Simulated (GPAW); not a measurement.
The system is CaO.

```
Ca O
1.0
     0.00000    2.40750    2.40750
     2.40750    0.00000    2.40750
     2.40750    2.40750    0.00000
Ca O
1 1
Direct
  0.00000 0.00000 0.00000
  0.50000 0.50000 0.50000
```

The cell was built by a generator and isn't the measured one.

Base run:

- Program: GPAW 26.7.0
- Functional: PBE
- Potentials or basis: GPAW PAW data sets (gpaw-data 1.2.1)
- Cutoff: 600 eV
- Basis: pw
- k mesh: 8 × 8 × 8
- Occupations: fermi-dirac, width 0.05 eV
- Spin: no spin polarisation

Its results: band gap on the k mesh 3.69 eV, indirect (least direct gap 4.07 eV); pressure -1.7 GPa.

Q: The run is repeated on the same cell with these changes: functional from PBE to LDA; potentials or basis from GPAW PAW data sets (gpaw-data 1.2.1) to the program's PAW data sets (release 1.2.1) made for this functional. What comes out?

A: Band gap on the k mesh 3.53 eV, indirect (least direct gap 3.90 eV); pressure -10.2 GPa.

Caveats: the cutoff is short for stress and forces, so pressures can be off by a GPa or more.
